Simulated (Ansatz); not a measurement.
What does this script print? It uses Ansatz's Python interface.

`tico3_scf.py`:
```python
"""SCF run for TiCo3."""

import json
import warnings

import ansatz as az
import numpy as np


def main() -> None:
    warnings.simplefilter("ignore", az.DeckWarning)

    lattice = az.Lattice.of(
        (3.571, 0.0, 0.0),
        (0.0, 3.571, 0.0),
        (0.0, 0.0, 3.571),
    )
    sites = [
        ("Ti", (0.0, 0.0, 0.0)),
        ("Co", (0.0, 0.5, 0.5)),
        ("Co", (0.5, 0.0, 0.5)),
        ("Co", (0.5, 0.5, 0.0)),
    ]
    crystal = az.Crystal(lattice=lattice)
    for symbol, position in sites:
        crystal = crystal.atom(symbol, position)
    crystal = crystal.moments(Co=3.2)

    # the calculation
    job = (
        crystal.calculation()
        .occupations("fermi_dirac")
        .functional("pbesol", dispersion="d4")
        .pseudopotentials("nc")
        .kpoints(5, 5, 5, center="gamma")
        .spin("collinear")
        .scf(lower_state_search="standard")
        .forces()
        .band_table()
    )
    result = job.run()
    report = result.report

    n_atoms = len(report["lattice"]["sites"])
    print("F =", round(report["free_energy_ev"], 4), "eV for", n_atoms, "atoms")
    print("E(sigma -> 0) =", round(report["energy_sigma0_ev"], 4), "eV, TS =", round(report["entropy_ts_ev"], 5), "eV")
    print("closed by", report["closed_by"], "after", report["n_iterations"], "iterations")

    print("site moments (muB):", [round(m, 2) for m in report["site_moments_mub"]])
    print("electrons up, down:", [round(n, 3) for n in report["spin_occupation_sums"]])

    # forces in eV per angstrom
    forces = np.array(report["forces_ev_ang"])
    norms = np.linalg.norm(forces, axis=1)
    print("largest force {:.4f} eV/A on atom {}".format(norms.max(), norms.argmax()))
    print(np.array2string(forces, precision=4, suppress_small=True))

    keep = ["free_energy_ev", "energy_sigma0_ev", "fermi_energy_ev", "n_iterations", "converged", "magnetization_mub", "n_kpoints"]
    with open("tico3.json", "w") as handle:
        json.dump({key: report[key] for key in keep}, handle, indent=1)

    fermi = report["fermi_energy_ev"]
    print("levels less the Fermi level (eV) at the first k-points")
    for k, levels in list(zip(report["kpoints_frac"], report["eigenvalues_ev"]))[:3]:
        print("k = ({:.3f}, {:.3f}, {:.3f})".format(*k))
        print("   ", " ".join(f"{e - fermi:.3f}" for e in levels))


if __name__ == "__main__":
    main()
```

```console
$ python tico3_scf.py
F = -14091.7813 eV for 4 atoms
E(sigma -> 0) = -14091.6932 eV, TS = 0.17613 eV
closed by deck_thresholds after 14 iterations
site moments (muB): [-0.32, 0.88, 0.88, 0.88]
electrons up, down: [32.562, 30.438]
largest force 0.0000 eV/A on atom 1
[[-0.  0. -0.]
 [ 0.  0. -0.]
 [ 0. -0.  0.]
 [ 0.  0. -0.]]
levels less the Fermi level (eV) at the first k-points
k = (0.000, 0.000, 0.000)
    -94.960 -94.914 -94.914 -58.502 -58.502 -58.502 -58.326 -58.326 -58.326 -58.295 -58.295 -58.295 -56.080 -32.465 -32.465 -32.465 -8.203 -4.650 -4.650 -4.354 -3.841 -3.841 -3.841 -1.656 -1.656 -1.656 -0.699 -0.699 -0.184 0.113 0.113 0.113 2.310 2.310 3.142 3.142 3.142 3.468 3.468 3.468 11.284 11.420 11.420 13.648
k = (0.000, 0.000, 0.200)
    -94.956 -94.918 -94.914 -58.493 -58.493 -58.487 -58.329 -58.329 -58.327 -58.314 -58.300 -58.300 -56.074 -32.489 -32.466 -32.466 -7.671 -4.485 -4.328 -4.138 -3.666 -3.620 -3.620 -1.859 -1.527 -1.527 -0.903 -0.675 -0.593 -0.593 -0.384 0.114 0.817 2.068 2.068 2.101 2.893 3.432 5.273 5.273 11.133 11.197 13.006 13.087
k = (0.000, 0.000, 0.400)
    -94.947 -94.927 -94.914 -58.477 -58.477 -58.453 -58.358 -58.339 -58.339 -58.328 -58.306 -58.306 -56.065 -32.528 -32.468 -32.468 -6.253 -4.700 -3.653 -3.639 -3.237 -2.970 -2.970 -2.336 -1.944 -1.944 -1.405 -1.116 -1.107 -1.107 -0.967 -0.564 0.114 1.246 1.246 1.761 2.559 3.378 7.804 7.804 10.614 10.614 10.698 10.726
```

It writes `tico3.json`:
```json
{
 "free_energy_ev": -14091.781311680905,
 "energy_sigma0_ev": -14091.693249154841,
 "fermi_energy_ev": 18.63390261293883,
 "n_iterations": 14,
 "converged": true,
 "magnetization_mub": 2.1244982394650904,
 "n_kpoints": 10
}
```

These settings explore the input space; cutoff and mesh may be short of convergence. The magnetic order follows from the starting moments and needn't be the lowest. Dispersion corrections can be off by several per cent in the lattices of metals, and by several GPa in the pressure at a fixed cell. The levels shown are those of the first spin channel. The mesh is modest for a metal, so energies can be off by several to tens of meV an atom and pressures by half a GPa or more; differences at equal mesh fare better. The starting cell is as deposited in a crystallographic database; the results hold for this polymorph, which needn't be the stable one. Gaps and levels are Kohn-Sham values on a finite set of k-points. Cost: about 18 core-seconds.

(Lines on the test bed's own set-up are left out of the output.)
